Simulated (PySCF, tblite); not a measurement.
**C₆H₁₀FN: geometry, infrared bands and NMR shifts**

What infrared bands and NMR shifts should C₆H₁₀FN (`C=C/N=C(\C)CCF`) show?

The runs use tblite 0.8.0 and PySCF 2.14.0, with density-fitted response routines of our own; the level of theory stands in each step. All values are computed, except where a source is named. Atoms count from 0, in the outputs and in this text.

### 1 The starting structure

18 atoms, charge 0, multiplicity 1; geometry from: force field or distance geometry start.

Bonds of the start (Å): C0–C1 1.30, C1–N2 1.43, N2–C3 1.28, C3–C4 1.47, C3–C5 1.47, C5–C6 1.51, C6–F7 1.36, C0–H8 1.09, C0–H9 1.11, C1–H10 1.10, C4–H11 1.12, C4–H12 1.13, C4–H13 1.11, C5–H14 1.11, C5–H15 1.12, C6–H16 1.10, C6–H17 1.12.

### 2 Geometry optimisation with GFN2-xTB

The job: settings as JSON, then the geometry in Å.

```
{"job": {"kind": "relax", "xc": "GFN2-xTB", "basis": "xTB"}, "charge": 0, "multiplicity": 1}
C     -3.109000     0.897200     0.297700
C     -2.066300     0.202300     0.659500
N     -0.759700     0.728000     0.396800
C      0.176800     0.077500    -0.190400
C     -0.095300    -1.318900    -0.568800
C      1.460600     0.770600    -0.399300
C      2.591300     0.064200     0.309300
F      2.679100    -1.202300    -0.184100
H     -2.945200     1.852300    -0.199900
H     -4.142200     0.551300     0.482100
H     -2.204100    -0.766900     1.171300
H      0.143600    -1.541900    -1.644800
H     -1.158400    -1.627200    -0.339500
H      0.534500    -2.006700     0.027700
H      1.640000     0.849100    -1.488900
H      1.392300     1.773600     0.088000
H      3.526200     0.619500     0.175800
H      2.326900     0.084800     1.395900
```

On the command line:

```
OMP_NUM_THREADS=1 python probes_run.py task.json out
```

One launch serves the whole session: the jobs run in the order shown.

**Question.** This job is followed by: GFN2-xTB harmonic vibrations, gas phase; GIAO PBE0/pcSseg-1 NMR shielding, non-relativistic, gas phase. Predict these results of the whole session: strongest single infrared mode (GFN2-xTB); zero-point energy (GFN2-xTB); 13C shifts against TMS (PBE0/pcSseg-1); 1H shifts against TMS (PBE0/pcSseg-1, means over atoms taken as alike); 15N shifts against NH3 (PBE0/pcSseg-1); 19F shifts against CFCl3 (PBE0/pcSseg-1); surface potential, 1st and 99th percentile.

**Answer**, as computed:

| quantity | value |
| --- | --- |
| strongest single infrared mode (GFN2-xTB) | 1751 cm⁻¹, 159 km/mol |
| zero-point energy (GFN2-xTB) | 92.3 kcal/mol |
| 13C shifts against TMS (PBE0/pcSseg-1) | 173.6, 150.3, 98.0, 89.6, 47.6, 22.2 ppm |
| 1H shifts against TMS (PBE0/pcSseg-1, means over atoms taken as alike) | 7.25, 5.00, 4.39, 4.15, 2.41, 2.22 ppm |
| 15N shifts against NH3 (PBE0/pcSseg-1) | 377.0 ppm |
| 19F shifts against CFCl3 (PBE0/pcSseg-1) | -245.8 ppm |
| surface potential, 1st and 99th percentile | -1.37 V and 0.94 V |

The optimisation took 170 steps and gained 0.611 eV; among the close pairs (by a distance rule), C1–N2 changed most, from 1.433 to 1.371 Å. All 48 modes are real, so the xTB geometry is a minimum. The strongest single mode, at 1751 cm⁻¹, moves mainly C3 and N2. GFN2-xTB is a fitted tight-binding method: band positions and strengths are rough. Its intensities can rank the bands wrongly. H10 (hydrogen on an alkene CH) lies farthest downfield among hydrogen, at 7.25 ppm; olefinic region. At PBE0/pcSseg-1: The widest tensor belongs to N2: span 561 ppm, with a paramagnetic part of -441 ppm. By nearest atom (PBE0/pcSseg-1), the HOMO sits on N2 34 %; C0 29 % and the LUMO on C3 33 %; N2 22 %.
